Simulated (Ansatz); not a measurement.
A run of Ansatz 0.2.0:

File input:

```
crystal:
  lattice:
    - [-1.5575, 1.5575, 8.465]
    - [1.5575, -1.5575, 8.465]
    - [1.5575, 1.5575, -8.465]
  atoms:
    - { symbol: W, position: [0.803, 0.803, 0.0] }
    - { symbol: W, position: [0.553, 0.053, 0.5] }
    - { symbol: W, position: [0.947, 0.447, 0.5] }
    - { symbol: W, position: [0.197, 0.197, 0.0] }
    - { symbol: B, position: [0.648, 0.648, 0.0] }
    - { symbol: B, position: [0.398, 0.898, 0.5] }
    - { symbol: B, position: [0.102, 0.602, 0.5] }
    - { symbol: B, position: [0.352, 0.352, 0.0] }
hamiltonian:
  xc: hse06
  pseudopotentials: { kind: paw }
kpoints:
  mp_grid: { grid: [8, 8, 8] }
  band_path:
    path:
      - [[0.0, 0.0, 0.0], [-0.5, 0.5, 0.0], [-0.5, 0.5, -0.0169266958], [-0.2584633479, 0.2584633479, -0.2584633479], [0.0, 0.0, 0.0], [0.5, 0.5, -0.5], [0.2584633479, 0.7415366521, -0.7415366521], [0.0, 0.5, -0.5], [-0.25, 0.75, -0.25], [0.0169266958, 0.9830733042, -0.5], [0.5, 0.5, -0.5]]
      - [[-0.5, 0.5, 0.0], [-0.25, 0.75, -0.25]]
    npoints: 4
scf:
  occupations: { method: fermi_dirac, width: 0.05 }
  n_extra_bands: 20
output:
  forces: true
  stress: true
  eigenvalues: true
  fatbands: false
```

Hardware: 1 × NVIDIA H100 80GB HBM3 with 2 threads of AMD EPYC 7R13 Processor (Zen 3), with other jobs on the host.

Estimate the wall time of this run.

Wall time 11 min on 1 × NVIDIA H100 80GB HBM3 with 2 threads of AMD EPYC 7R13 Processor (Zen 3) (shared host), peak memory 8.7 GiB. Counts: scf iterations 19, plane waves 1641, k points 59, bands 54.
